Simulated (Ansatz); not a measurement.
# CH4InNO3: taking an electron away

One table from this session's results is given with a row withheld; the runs are named, their logs left out.

Method: unrestricted cation, the program's frozen cores in correlated methods; program: Ansatz 0.2.0, Gaussian basis.

Plan: UKS PBE-D4/def2-TZVPP; UKS r2SCAN-D4/def2-TZVPP; UKS PBE0-D4/def2-TZVPP; UKS B3LYP-D4/def2-TZVPP; UKS wB97X-V/def2-TZVPP; UKS wB97M-V/def2-TZVPP; UKS B2PLYP/def2-TZVPP; UHF-CCSD(T)/def2-TZVPP; UHF-MP2/def2-QZVPP; extrapolation to the limit; then −ε(HOMO) from the neutral's earlier runs with LDA (SPW92), PBE-D4, revPBE-D4, BLYP-D4, r2SCAN-D4, B97M-V, PBE0-D4, B3LYP-D4, r2SCANh-D4, r2SCAN0-D4, HSE06-D4, BHLYP-D4, CAM-B3LYP-D4, LC-ωPBE, ωB97X-V, ωB97M-V.

### The relaxed structure

The geometry comes from an earlier relaxation with PBE0-D4 in a triple-zeta def2 set; it is a stationary point, not always the lowest conformer. In takes the def2 core potential; no spin-orbit term is included.

SMILES `[NH2][In]([OH])[C](=O)O`, 10 atoms, charge 0, spin multiplicity 1.

Atoms are counted from 1 here; the program's logs count them from 0.

Bond lengths: N1–In2 2.004 Å, N1–H7 1.008 Å, N1–H8 1.010 Å, In2–O3 1.985 Å, In2–C4 2.187 Å, O3–H9 0.959 Å, C4–O5 1.197 Å, C4–O6 1.347 Å, O6–H10 0.974 Å. Angles: In2–N1–H7 118.9°, In2–N1–H8 116.4°, H7–N1–H8 109.9°, N1–In2–O3 111.0°, N1–In2–C4 128.1°, O3–In2–C4 120.3°, In2–O3–H9 113.7°, In2–C4–O5 125.2°, In2–C4–O6 112.2°, O5–C4–O6 122.7°, C4–O6–H10 107.4°.

The first run:

in.yaml reads:

```yaml
crystal:
  periodic: [false, false, false]
  atoms:
    - {symbol: N, position_ang: [0.382455, -1.568253, 1.644067]}
    - {symbol: In, position_ang: [0.327105, 0.068756, 0.489402]}
    - {symbol: O, position_ang: [1.245059, 1.591753, 1.370438]}
    - {symbol: C, position_ang: [-0.337472, 0.231338, -1.587978]}
    - {symbol: O, position_ang: [0.382045, 0.217791, -2.545083]}
    - {symbol: O, position_ang: [-1.674557, 0.361751, -1.685276]}
    - {symbol: H, position_ang: [-0.317580, -2.281864, 1.511022]}
    - {symbol: H, position_ang: [0.536907, -1.417448, 2.630373]}
    - {symbol: H, position_ang: [1.347029, 2.359971, 0.804880]}
    - {symbol: H, position_ang: [-1.891001, 0.436195, -2.631846]}
basis:
  gaussian: {orbitals: def2-TZVPP}
total_charge: 1
magnetization: {spin_polarized: true, initial_magnetization: 1}
hamiltonian: {xc: pbe, dispersion: d4}
```

Launch:

```bash
$ ansatz run in.yaml --threads 2 --pin off --events-out ev --progress --plain --max-ram 32768MiB --backend cpu
```

Among the steps run: Cation, UKS PBE-D4/def2-TZVPP; Cation, UKS r2SCAN-D4/def2-TZVPP; Cation, UKS PBE0-D4/def2-TZVPP; Cation, UKS B3LYP-D4/def2-TZVPP; Cation, UKS wB97X-V/def2-TZVPP; Cation, UKS wB97M-V/def2-TZVPP; Cation, UKS B2PLYP (frozen core)/def2-TZVPP; Cation, UHF-CCSD(T)/def2-TZVPP; Cation, UHF-MP2/def2-QZVPP.

One table of the session follows, with a row left open; its other results are not shown here.

It belongs to the step «Ionisation energies side by side». Orbital estimates, from the neutral's runs:

```
  functional  −ε(HOMO) (eV)
 LDA (SPW92)           6.15
      PBE-D4           5.93
   revPBE-D4           5.84
     BLYP-D4           5.83
   r2SCAN-D4           6.21
      B97M-V           6.26
     PBE0-D4           7.33
    B3LYP-D4              ?
  r2SCANh-D4           6.74
  r2SCAN0-D4           7.53
    HSE06-D4           6.92
    BHLYP-D4           8.66
CAM-B3LYP-D4           8.76
     LC-ωPBE          10.09
     ωB97X-V           9.73
     ωB97M-V           9.65
```

Q: Estimate the row for B3LYP-D4 from the others.

Worked estimate for «−ε(HOMO) (eV)». Against the share of exact exchange, BLYP-D4 (0, 5.83), BHLYP-D4 (0.5, 8.66) give a slope of 5.66 per unit share; at 0.2 the line stands at 6.96.

As computed: −ε(HOMO) (eV): 7.10. In «−ε(HOMO) (eV)» the line misses by -0.14.

To keep in mind: The cation may have settled in a state other than its lowest; no search over hole states beyond the program's own was made.
